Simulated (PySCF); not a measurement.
# C4H9FO2: magnetic properties

Wanted: magnetic properties for C4H9FO2 (`COC(C)(F)OC`).

Programs: PySCF 2.14.0, with routines of our own; each step states its level. All values are computed. Atoms count from 0.

## 1. The starting structure

16 atoms, charge 0, multiplicity 1; geometry from: GFN2-xTB.

## 2. Magnetic properties: GIAO PBE0/pcSseg-1

The job: settings as JSON, then the geometry in Å.

```
{"job": {"kind": "mag", "xc": "PBE0", "basis": "pcSseg-1", "isotopologues": 2}, "charge": 0, "multiplicity": 1}
C      1.911781    -0.177864     0.723099
O      0.757435    -0.588987     0.012766
C     -0.300346     0.292272    -0.013750
C      0.009531     1.693953    -0.527000
F     -0.743170     0.436322     1.327370
O     -1.321431    -0.219464    -0.748593
C     -1.709316    -1.554516    -0.435289
H      1.650898     0.178788     1.722432
H      2.532874    -1.067364     0.805017
H      2.455520     0.600438     0.180699
H      0.517833     1.612548    -1.482823
H      0.624774     2.229905     0.189033
H     -0.932738     2.216175    -0.658844
H     -1.938610    -1.646972     0.628186
H     -2.602077    -1.738708    -1.027038
H     -0.920556    -2.257583    -0.706676
```

Method: GIAO PBE0/pcSseg-1 magnetisability, rotational g tensor and spin-rotation constants, non-relativistic, gas phase.

Started as:

```console
$ OMP_NUM_THREADS=1 python excited_run.py task.json out
```

The driver reads the jobs from task.json and runs them one after another.

Log:

```text
coarse grid: 13184 points
cycle   1  E = -407.4361176949  dE =  8.539e-01  |g| = 8.812e-01  |ddm| = 3.255e+00
cycle   2  E = -407.3316447942  dE =  1.045e-01  |g| = 1.214e+00  |ddm| = 1.191e+00
cycle   3  E = -407.5702077046  dE = -2.386e-01  |g| = 7.018e-02  |ddm| = 7.020e-01
cycle   4  E = -407.5710551487  dE = -8.474e-04  |g| = 3.077e-02  |ddm| = 6.484e-02
cycle   5  E = -407.5712719085  dE = -2.168e-04  |g| = 4.915e-03  |ddm| = 2.366e-02
cycle   6  E = -407.5712762478  dE = -4.339e-06  |g| = 1.808e-03  |ddm| = 4.328e-03
final grid: 127200 points
cycle   7  E = -407.6416075324  dE = -4.183e-05  |g| = 1.444e-02  |ddm| = 2.713e-02
cycle   8  E = -407.6415738810  dE =  3.365e-05  |g| = 2.020e-02  |ddm| = 1.846e-02
cycle   9  E = -407.6416443674  dE = -7.049e-05  |g| = 1.375e-03  |ddm| = 1.128e-02
cycle  10  E = -407.6416447491  dE = -3.818e-07  |g| = 2.953e-04  |ddm| = 1.144e-03
cycle  11  E = -407.6416447603  dE = -1.118e-08  |g| = 1.326e-04  |ddm| = 2.633e-04
cycle  12  E = -407.6416447628  dE = -2.503e-09  |g| = 2.393e-05  |ddm| = 7.774e-05
cycle  13  E = -407.6416447629  dE = -1.069e-10  |g| = 5.648e-06  |ddm| = 2.137e-05
converged SCF energy = -407.6416447629

Magnetisability tensor (1e-30 J/T^2)
    -1082.75      -55.56      -10.96
      -55.56    -1126.59       14.56
      -10.96       14.56    -1074.72
isotropic -1094.69   principal values   -1164.80  -1082.28  -1036.99
isotropic susceptibility -65.924 1e-6 cm^3/mol

Inertial axes            a          b          c
rot. const./GHz      3.6070     2.2589     1.9336
chi total           -67.812    -65.653    -64.305
chi diamagnetic    -424.557   -631.000   -740.114
chi paramagnetic    356.745    565.347    675.809
quadrupole/D A        7.001     -0.027     -6.974
g nuclear            0.5907     0.5934     0.6108
g electronic        -0.6045    -0.6000    -0.6139
g total             -0.0138    -0.0066    -0.0031

Spin-rotation constants (kHz, H = +C I.J)
atom  isotope        aa         bb         cc
  4    19F        4.991      2.760      1.134
  7     1H       -0.364     -0.200      0.068
  8     1H       -0.374      0.111     -0.198
  9     1H       -0.220     -0.115     -0.094
 10     1H       -0.415     -0.248      0.045
 11     1H       -0.009     -0.228     -0.174
 12     1H       -0.219     -0.031     -0.225
 13     1H       -0.346     -0.235      0.093
 14     1H        0.145     -0.239     -0.182
 15     1H       -0.293     -0.005     -0.128
  0    13C*       0.498      0.511      0.419
  1    17O*      -0.734     -0.188     -0.161
  2    13C*       1.147      0.720      0.553
  3    13C*       0.586      0.328      0.278
* in the singly substituted isotopologue

Isotopologues: g along a, b, c
2H    at 7,8,9,10,11,12    -0.0115    -0.0056    -0.0027
13C   at 0                 -0.0139    -0.0064    -0.0031
```

Run time: 29 s. Hardware: 1 thread of Arm Neoverse V1, shared host; peak memory 0.75 GiB.

In short:

```csv
quantity,value
magnetisability,-1095·10⁻³⁰ J/T²
molar susceptibility,-65.9·10⁻⁶ cm³/mol
"rotational g (a, b, c)","-0.0138, -0.0066, -0.0031"
```

Orbitals, density, ELF and potential are computed afterwards from the orbital file.

Frontier orbitals at PBE0/pcSseg-1, with the share of their density that lies nearest to each atom:

```csv
orbital,energy (eV),lies on
HOMO,-8.12,"O1 39 %; O5 29 %; H9, H15 about 6 % each"
LUMO,1.65,"H9 20 %; H8, H10, H11 about 13 % each; H7 11 %"
```

ELF in a plane through or near 8 of the atoms.

Ten even steps from ' ' (0.00) to '@' (1.00):
```
                                                        
                                                        
                                                        
                      ::##%%##..                        
                    ..++@@@@@@**                        
                ::----**@@@@@@::                        
              --%%%%##::::##==  ::**++..                
              --%%@@%%--++**--..##@@##::    ::          
                ..==++==%%@@==##==++##..--@@@@%%..      
            ..--::      ==--::########==@@@@@@@@==      
            ##@@@@##::::**%%**::::++..##%%@@@@@@--      
          ..##@@@@%%--####==%%::  ==##--======--        
            ..--++..++==**%%%%++  ==####--              
              ..==%%%%**..==**::  ::**++..              
              --@@@@@@@@..          ..                  
              --@@@@@@@@::                              
                ::**##==                                
                                                        
                                                        
                                                        
```
The map spans 11.7 Å across and 10.1 Å up, centred on the molecule. Atoms in the plane (x, y in Å): C0 (-1.6, -1.3), O1 (-0.3, -0.8), C2 (0.1, 0.4), C3 (-0.8, 1.6), O5 (1.4, 0.7), C6 (2.3, -0.4), H8 (-1.7, -2.3), H14 (3.3, 0.1).

On the surface of density 0.002 e/bohr³ the electrostatic potential runs, from the 1st to the 99th percentile, from -1.22 V near O5 to 0.88 V near H9.

## 3. Magnetic properties: common gauge origin PW91/pcSseg-1

Settings changed since step 2:

```diff
@@ -1,2 +1,2 @@
-{"job": {"kind": "mag", "xc": "PBE0", "basis": "pcSseg-1", "isotopologues": 2}, "charge": 0, "multiplicity": 1}
+{"job": {"kind": "mag", "xc": "PW91", "basis": "pcSseg-1", "gauge": [0, 0, 0]}, "charge": 0, "multiplicity": 1}
 C      1.911781    -0.177864     0.723099
```

With the program's defaults for keys left out, this is: common gauge origin PW91/pcSseg-1 magnetisability, rotational g tensor and spin-rotation constants, non-relativistic, gas phase.

Log:

```text
coarse grid: 13184 points
cycle   1  E = -407.6607936262  dE =  7.514e-01  |g| = 1.032e+00  |ddm| = 3.313e+00
cycle   2  E = -407.2660798997  dE =  3.947e-01  |g| = 1.829e+00  |ddm| = 2.030e+00
cycle   3  E = -407.8451652553  dE = -5.791e-01  |g| = 1.704e-01  |ddm| = 1.393e+00
cycle   4  E = -407.8503258976  dE = -5.161e-03  |g| = 7.441e-02  |ddm| = 1.584e-01
cycle   5  E = -407.8513211013  dE = -9.952e-04  |g| = 2.232e-02  |ddm| = 5.405e-02
cycle   6  E = -407.8513893014  dE = -6.820e-05  |g| = 9.237e-03  |ddm| = 2.119e-02
cycle   7  E = -407.8514051526  dE = -1.585e-05  |g| = 1.166e-03  |ddm| = 6.833e-03
cycle   8  E = -407.8514054114  dE = -2.588e-07  |g| = 3.958e-04  |ddm| = 1.358e-03
final grid: 127200 points
cycle   9  E = -407.9481265639  dE = -5.529e-05  |g| = 1.734e-02  |ddm| = 3.556e-02
cycle  10  E = -407.9480095494  dE =  1.170e-04  |g| = 3.081e-02  |ddm| = 2.687e-02
cycle  11  E = -407.9481824871  dE = -1.729e-04  |g| = 2.542e-03  |ddm| = 1.787e-02
cycle  12  E = -407.9481838276  dE = -1.340e-06  |g| = 5.709e-04  |ddm| = 2.484e-03
cycle  13  E = -407.9481838724  dE = -4.485e-08  |g| = 2.850e-04  |ddm| = 5.259e-04
cycle  14  E = -407.9481838845  dE = -1.209e-08  |g| = 4.256e-05  |ddm| = 1.985e-04
cycle  15  E = -407.9481838848  dE = -3.245e-10  |g| = 1.215e-05  |ddm| = 4.062e-05
converged SCF energy = -407.9481838848

Magnetisability tensor (1e-30 J/T^2)
    -2410.92      163.19      231.71
      163.19    -2969.77      112.11
      231.71      112.11    -3080.97
isotropic -2820.55   principal values   -3174.37  -3001.34  -2285.96
isotropic susceptibility -169.858 1e-6 cm^3/mol

Inertial axes            a          b          c
rot. const./GHz      3.6070     2.2589     1.9336
chi total          -138.107   -181.716   -189.751
chi diamagnetic    -424.944   -631.580   -740.953
chi paramagnetic    286.838    449.864    551.203
quadrupole/D A        6.637     -0.065     -6.572
g nuclear            0.5907     0.5934     0.6108
g electronic        -0.4861    -0.4774    -0.5007
g total              0.1046     0.1160     0.1101

Spin-rotation constants (kHz, H = +C I.J)
atom  isotope        aa         bb         cc
  4    19F        5.283      3.053      1.124
  7     1H       -0.626     -0.218      0.028
  8     1H       -0.155      0.167     -0.008
  9     1H       -0.509      0.057     -0.055
 10     1H       -0.426     -0.271     -0.086
 11     1H       -0.180     -0.317     -0.147
 12     1H       -0.042     -0.262     -0.197
 13     1H       -0.499     -0.362      0.021
 14     1H        0.020      0.118      0.077
 15     1H       -0.200     -0.215     -0.215
  0    13C*       0.473      0.527      0.430
  1    17O*      -0.727     -0.192     -0.178
  2    13C*       0.938      0.547      0.411
  3    13C*       0.554      0.277      0.250
* in the singly substituted isotopologue
```

It took 22 s on 1 thread of Arm Neoverse V1, shared host; peak memory 0.53 GiB.

A normal end doesn't make this result sound: a common gauge origin replaces GIAOs, so the magnetic properties depend on where the origin lies.

## 4. What came out

| quantity | value |
| --- | --- |
| magnetisability (step 2, GIAO PBE0/pcSseg-1) | -1095·10⁻³⁰ J/T² |
| molar susceptibility (step 2, GIAO PBE0/pcSseg-1) | -65.9·10⁻⁶ cm³/mol |
| rotational g (a, b, c) (step 2, GIAO PBE0/pcSseg-1) | -0.0138, -0.0066, -0.0031 |
| surface potential, 1st and 99th percentile | -1.22 V and 0.88 V |
| runs | 0 failed, 1 ended on unsound input |

What this shows: The values above hold for this geometry and these levels alone. Vibrational averaging and real surroundings are missing from these values.
